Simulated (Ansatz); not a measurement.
# YbMn2Sb2: the cost of one run

All numbers are computed with Ansatz 0.2.0 through its Python package. Level of theory: DFT PBE, plane waves, PAW.

### Step 1. The structure

The structure is trigonal, space group P-3m1 (No. 164). The conventional cell has a = 4.522 Å, b = 4.522 Å, c = 7.439 Å, α = 90.00°, β = 90.00°, γ = 120.00°. Yb (site symmetry -3m) is surrounded by 6 Sb at 3.25 Å. Around Mn (site symmetry 3m) lie 4 Sb at 2.68 to 2.76 Å. Around Sb (site symmetry 3m) lie 4 Mn at 2.68 to 2.76 Å.

No structure file is read: the coordinates are typed or built in the script.

### Step 2. The script

Contents of relax_ybmn2sb2.py:

```python
# -*- coding: utf-8 -*-
'''Ionic relaxation of YbMn2Sb2.'''

import logging
import sys
import warnings

import ansatz
from ase import Atoms
from ase.io import write
import matplotlib.pyplot as plt
import numpy as np
from pymatgen.core import Structure
from pymatgen.symmetry.analyzer import SpacegroupAnalyzer

logging.basicConfig(stream=sys.stdout, format='%(levelname)s %(message)s')
logger = logging.getLogger('run')
logger.setLevel(logging.INFO)

FUNCTIONAL = 'pbe'
CUTOFF_EV = 550
KMESH = (5, 5, 3)
OCCUPATIONS = 'fermi_dirac'


def main():
    warnings.simplefilter('ignore', ansatz.DeckWarning)

    atoms = Atoms(
        ['Yb', 'Mn', 'Mn', 'Sb', 'Sb'],
        scaled_positions=[
            (0.0, 0.0, 0.0),
            (1 / 3, 2 / 3, 0.62),
            (2 / 3, 1 / 3, 0.38),
            (1 / 3, 2 / 3, 0.26),
            (2 / 3, 1 / 3, 0.74),
        ],
        cell=[
            (4.522, 0.0, 0.0),
            (-2.261, 3.91616688, 0.0),
            (0.0, 0.0, 7.439),
        ],
        pbc=True,
    )
    atoms.set_initial_magnetic_moments([0.0, 2.8, 2.8, 0.0, 0.0])
    # break the symmetry with a seeded rattle
    atoms.rattle(stdev=0.075, seed=36)
    xtal = ansatz.Crystal.from_ase(atoms)

    base = (
        xtal.calculation()
        .functional(FUNCTIONAL)
        .basis(CUTOFF_EV)
        .kpoints(*KMESH)
        .occupations(OCCUPATIONS, width=100 * ansatz.meV)
        .spin('collinear')
        .relax()
    )
    steps = []


    def follow(event):
        if event['event'] != 'relax_step':
            return
        row = event['data']
        steps.append(row)
        logger.info(f'step {row["step"]:3d}  E = {row["lagrangian_ev"]:.5f} eV  largest force component = {row["allowed_force_max_ev_ang"]:.4f} eV/A')


    out = base.session().plan(threads=1).execute(on_event=follow)
    rep = out.report

    first, last = steps[0], steps[-1]
    symbols = [site.symbol for site in out.lattice.sites]
    logger.info(f'energy gained {first["lagrangian_ev"] - last["lagrangian_ev"]:.4f} eV in {len(steps) - 1} steps')

    fig, (top, bottom) = plt.subplots(2, 1, sharex=True, figsize=(4.5, 4))
    top.plot([s['lagrangian_ev'] - last['lagrangian_ev'] for s in steps], 'o-')
    top.set_ylabel('E - E(final) (eV)')
    bottom.semilogy([max(s['allowed_force_max_ev_ang'], 1e-6) for s in steps], 's-')
    bottom.set(xlabel='step', ylabel='largest force (eV/A)')
    fig.tight_layout()
    fig.savefig('relax.png', dpi=100)

    relaxed = Atoms(symbols, positions=[site.position_ang for site in out.lattice.sites], cell=out.lattice.cell_ang, pbc=True)
    write('relaxed.vasp', relaxed, format='vasp')

    logger.info(f'free energy      {rep["free_energy_ev"]:.5f} eV')
    logger.info(f'per atom         {rep["free_energy_ev"] / len(out.lattice.sites):.5f} eV')
    logger.info(f'SCF iterations   {rep["n_iterations"]}  (converged: {rep["converged"]})')

    final = Structure(out.lattice.cell_ang, [s.symbol for s in out.lattice.sites], [s.position_frac for s in out.lattice.sites])
    analyser = SpacegroupAnalyzer(final, symprec=0.01)
    standard = analyser.get_conventional_standard_structure()
    print(analyser.get_crystal_system(), analyser.get_space_group_symbol(), len(standard), 'atoms in the conventional cell')
    print('a b c (A):', [round(x, 4) for x in standard.lattice.abc], ' angles:', [round(x, 2) for x in standard.lattice.angles])
    logger.info(f'mass density {float(final.density):.3f} g/cm^3')


if __name__ == '__main__':
    main()
```

### Step 3. The run

Run with:

```bash
$ python relax_ybmn2sb2.py
```

Q: Estimate wall time and peak memory on 1 thread of Arm Neoverse V2, shared host.

About 7.2 min, with a peak of 1.2 GiB.
